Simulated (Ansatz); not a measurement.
Task: a convergence test of the plane-wave cutoff of HfH2, space group I4/mmm, with Ansatz 0.2.0, Python API. Give the script and its output. Settings (first run): r2SCAN, PAW, cutoff 250 eV, 9×9×9 k-points, cold smearing of 0.1 eV. The script varies cutoff (eV): 250, 300, 350, 400, 450.

```
Hf H
1.0
    -1.73900    1.73900    2.18050
     1.73900   -1.73900    2.18050
     1.73900    1.73900   -2.18050
Hf H
1 2
Direct
  0.00000 0.00000 0.00000
  0.75000 0.25000 0.50000
  0.25000 0.75000 0.50000
```

Script `run_ecut.py`:
```python
"""Convergence of HfH2 with the plane-wave cutoff."""

import logging
import sys

import ansatz
from tabulate import tabulate

logging.basicConfig(stream=sys.stdout, format="%(name)s: %(message)s")
logger = logging.getLogger("ansatz_job")
logger.setLevel(logging.INFO)

lattice = ansatz.Lattice.of(
    (-1.739, 1.739, 2.1805),
    (1.739, -1.739, 2.1805),
    (1.739, 1.739, -2.1805),
)
sites = [
    ("Hf", (0.0, 0.0, 0.0)),
    ("H", (0.75, 0.25, 0.5)),
    ("H", (0.25, 0.75, 0.5)),
]
structure = ansatz.Crystal(lattice=lattice)
for symbol, position in sites:
    structure = structure.atom(symbol, position)

model = (
    structure.calculation()
    .functional("r2scan")
    .kpoints(spacing=0.29)  # sampling of the Brillouin zone
    .occupations("cold")
    .scf(tolerance=1e-08)
    .stress()
)

rows = []
for value in [250, 300, 350, 400, 450]:
    report = model.basis(value).run().report
    rows.append((value, report["free_energy_ev"] / len(report["lattice"]["sites"]), report["n_iterations"], sum(report["stress_gpa"][i][i] for i in range(3)) / 3, report["n_pw"]))

print(tabulate(rows, headers=["cutoff (eV)", "F/atom (eV)", "iterations", "P (GPa)", "plane waves"], floatfmt=".4f", tablefmt="grid"))

# the last row is the reference
for row in rows[:-1]:
    shift = 1000 * (row[1] - rows[-1][1])
    logger.info(f"{row[0]}: {shift:+.2f} meV/atom" + ("  (within 5 meV)" if abs(shift) < 5 else ""))
```

```console
$ python run_ecut.py
DeckWarning: basis.ecutwfc = 250 eV is below the records' recommended 500 eV, and the density's cutoff is lower with it unless basis.ecutrho_ratio is high enough to keep the records' density cutoff: compare with a run at a higher cutoff
DeckWarning: output.stress: scf.convergence.dr2_threshold = 1e-8 eV is looser than the 3e-10 eV advised for a printed stress (1e-10 eV for each atom of the cell: 3). What an SCF threshold leaves in a stress goes as its square root, and in the free energy as [...]
DeckWarning: basis.ecutwfc = 300 eV is below the records' recommended 500 eV, and the density's cutoff is lower with it unless basis.ecutrho_ratio is high enough to keep the records' density cutoff: compare with a run at a higher cutoff
DeckWarning: basis.ecutwfc = 350 eV is below the records' recommended 500 eV, and the density's cutoff is lower with it unless basis.ecutrho_ratio is high enough to keep the records' density cutoff: compare with a run at a higher cutoff
DeckWarning: basis.ecutwfc = 400 eV is below the records' recommended 500 eV, and the density's cutoff is lower with it unless basis.ecutrho_ratio is high enough to keep the records' density cutoff: compare with a run at a higher cutoff
DeckWarning: basis.ecutwfc = 450 eV is below the records' recommended 500 eV, and the density's cutoff is lower with it unless basis.ecutrho_ratio is high enough to keep the records' density cutoff: compare with a run at a higher cutoff
+---------------+---------------+--------------+-----------+---------------+
|   cutoff (eV) |   F/atom (eV) |   iterations |   P (GPa) |   plane waves |
+===============+===============+==============+===========+===============+
|           250 |    -5255.1095 |            8 |   -3.7029 |           233 |
+---------------+---------------+--------------+-----------+---------------+
|           300 |    -5255.4591 |            8 |   -2.9014 |           307 |
+---------------+---------------+--------------+-----------+---------------+
|           350 |    -5255.5058 |            8 |   -2.8382 |           371 |
+---------------+---------------+--------------+-----------+---------------+
|           400 |    -5255.5131 |            8 |   -2.8234 |           487 |
+---------------+---------------+--------------+-----------+---------------+
|           450 |    -5255.5152 |            8 |   -2.8877 |           587 |
+---------------+---------------+--------------+-----------+---------------+
ansatz_job: 250: +405.62 meV/atom
ansatz_job: 300: +56.04 meV/atom
ansatz_job: 350: +9.38 meV/atom
ansatz_job: 400: +2.09 meV/atom  (within 5 meV)
```
(Warnings from the package without file and line, shortened.)

Notes:
- The run is spin-unpolarised.
- The mesh is modest for a metal, so energies can be off by several to tens of meV an atom and pressures by half a GPa or more; differences at equal mesh fare better.
- Pressure is positive in compression.
- Spin-orbit coupling, which matters for elements this heavy, is left out.
- The starting cell is as deposited in a crystallographic database; the results hold for this polymorph, which needn't be the stable one.
- Shifts are counted from the last row, which is itself no proven limit.
- Finished in 8.3 s on 1 thread of Intel(R) Xeon(R) 6975P-C (Granite Rapids), with other jobs on the host, peak memory 0.47 GiB.
